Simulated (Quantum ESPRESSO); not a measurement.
The system is GaF.

```
Ga F
1.0
     0.00000    2.84624    2.84624
     2.84624    0.00000    2.84624
     2.84624    2.84624    0.00000
Ga F
1 1
Direct
  0.25000 0.25000 0.25000
  0.00000 0.00000 0.00000
```

The cell was built by a generator and needn't be a form met in nature.

| Quantity | Value |
| --- | --- |
| Program | Quantum ESPRESSO 7.5 |
| Task | phonons |
| Functional | PBE |
| Potentials or basis | SG15 PBE 1.2 |
| Cutoff | 1197 eV |
| Density cutoff | 4789 eV |
| k mesh | 4 × 4 × 4, shifted |
| Occupations | fermi-dirac, width 0.05 eV |
| Spin | no spin polarisation |
| Mixing beta | 0.5 |
| Most SCF iterations | 120 |
| SCF threshold | 4e-10 Ry |

The first run showed a gap, so the response started from a second, tighter run with fixed occupations.

Question: What is the highest optical frequency at the zone centre, leaving out the macroscopic field of polar modes?

Answer: 97 cm⁻¹, a mode of symmetry T2 (IR and Raman). With the field the highest mode lies at 226 cm⁻¹.

Optical modes at Γ, degenerate ones joined, polar ones without the macroscopic field:
| cm⁻¹ | components | symmetry | active in | IR intensity, summed ((D/Å)²/amu) |
| --- | --- | --- | --- | --- |
| 97 | 3 | T2 | IR and Raman | 10.40 |

Zone-centre frequencies without and with the macroscopic field along z (cm⁻¹):
```
                optical modes in rising order
       without                       97 97 97
with the field                      97 97 226
```

Caveat: before the sum rule the acoustic modes lie tens of cm⁻¹ from zero, a sign that the density grid also shifts the optical modes.
